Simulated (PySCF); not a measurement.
# C5HF3: the cost of one run

Computed with PySCF 2.14.0, with density-fitted response routines of our own, on a single molecule in the gas phase. Atoms count from 0, in the outputs and in this text.

### Step 1. The molecule as given

9 atoms, charge 0, multiplicity 1; geometry from: GFN2-xTB. The atoms were then displaced at random by about 0.01 Å, so the start is not that level's minimum.

Bonds of the start (Å): C0–C1 1.23, C1–C2 1.37, C2–C3 1.15, C3–C4 1.49, C4–F5 1.33, C4–F6 1.34, C4–F7 1.35, C0–H8 1.03.

### Step 2. Relaxing the molecule at PBE0-D3(BJ)/def2-SVP

What the job is given:

```
{"job": {"xc": "PBE0", "basis": "def2-SVP", "d3": "d3bj", "grid": 1, "shake": 0.01, "kind": "geom"}, "charge": 0, "multiplicity": 1}
C      3.191570     0.129670     0.473650
C      1.975810     0.090270     0.289600
C      0.621210     0.027260     0.083640
C     -0.517590    -0.026000    -0.089230
C     -1.986990    -0.101860    -0.308990
F     -2.299940    -0.274520    -1.594640
F     -2.541010    -1.107440     0.382730
F     -2.591370     1.035130     0.086710
H      4.206130     0.210330     0.642800
```

On the command line:

```console
$ OMP_NUM_THREADS=1 python probes_run.py task.json out
```

One launch serves the whole session: the jobs run in the order shown.

Q: Estimate the wall time of this first job on 1 thread of Arm Neoverse N1, shared host.

About 95 s.
